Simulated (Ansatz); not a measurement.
# CH3F3OSn, SMILES FC(F)(F)[O][SnH3]: a geometry optimisation

Computed with Ansatz 0.2.0, Python API.

The script, `opt_ch3f3osn.py`:
```python
import itertools

import ansatz as az
from ase.data import atomic_numbers, covalent_radii
import numpy as np

GEOMETRY = """
F     2.29110   -0.35240   -1.49900
C     0.95500   -0.24250   -1.00670
F     0.21070    0.68210   -1.76820
F     0.45330   -1.48210   -1.12090
O     1.02890    0.15200    0.32250
Sn   -0.82380    0.27830    1.08580
H    -1.73400    1.43370    0.18530
H    -1.55120   -1.29130    0.97780
H    -0.74140    0.77590    2.80620
"""


def main() -> None:
    system = az.Crystal.molecule()
    for line in GEOMETRY.strip().splitlines():
        symbol, *xyz = line.split()
        system = system.atom(symbol, [float(v) for v in xyz])

    setup = (
        system.calculation()
        .basis(gaussian="def2-SVP")
        .functional("PBE0")
    )
    symbols = [site.symbol for site in system.cartesian_sites]
    start = np.array([site.position_ang for site in system.cartesian_sites], dtype=float)
    r = setup.relax(force_tolerance=0.01).run().report
    end = np.array(r["positions_ang"])

    print("reference energy %16.6f eV" % r["reference_energy_ev"])
    print("total energy     %16.6f eV" % r["free_energy_ev"])
    print("occupied orbitals outside the frozen core (up, down):", r["n_occupied"], " frozen:", r["n_frozen"], " virtual:", r["n_virtual"])

    radius = [covalent_radii[atomic_numbers[s]] for s in symbols]
    span = lambda where, i, j: np.linalg.norm(where[i] - where[j])
    bonded = [(i, j) for i, j in itertools.combinations(range(len(symbols)), 2) if min(span(start, i, j), span(end, i, j)) < 1.2 * (radius[i] + radius[j])]
    print("pair        before    after (A)")
    for i, j in bonded:
        print(f"{symbols[i]}{i}-{symbols[j]}{j}".ljust(10), f"{span(start, i, j):8.4f} {span(end, i, j):8.4f}")


if __name__ == "__main__":
    main()
```

`python opt_ch3f3osn.py` gives:
```text
reference energy    -17095.627468 eV
total energy        -17095.627468 eV
occupied orbitals outside the frozen core (up, down): [33, 33]  frozen: 0  virtual: [78, 78]
pair        before    after (A)
F0-C1        1.4281   1.3302
C1-F2        1.4102   1.3604
C1-F3        1.3421   1.3428
C1-O4        1.3885   1.3099
O4-Sn5       2.0078   2.0399
Sn5-H6       1.7246   1.7032
Sn5-H7       1.7333   1.7037
Sn5-H8       1.7928   1.7013
```

Notes:
- Total energies depend on the basis set; only differences at equal settings carry meaning.
- The end point is the stationary point reached from this start; no frequency run checks that it is a minimum, and the basis set is modest.
- def2 sets replace the cores of elements past krypton by effective core potentials.
- Timing: 2.7 min on 1 thread of Arm Neoverse V2, with other jobs on the host, peak memory 0.35 GiB.

(Lines on the test bed's own set-up are left out of the output.)
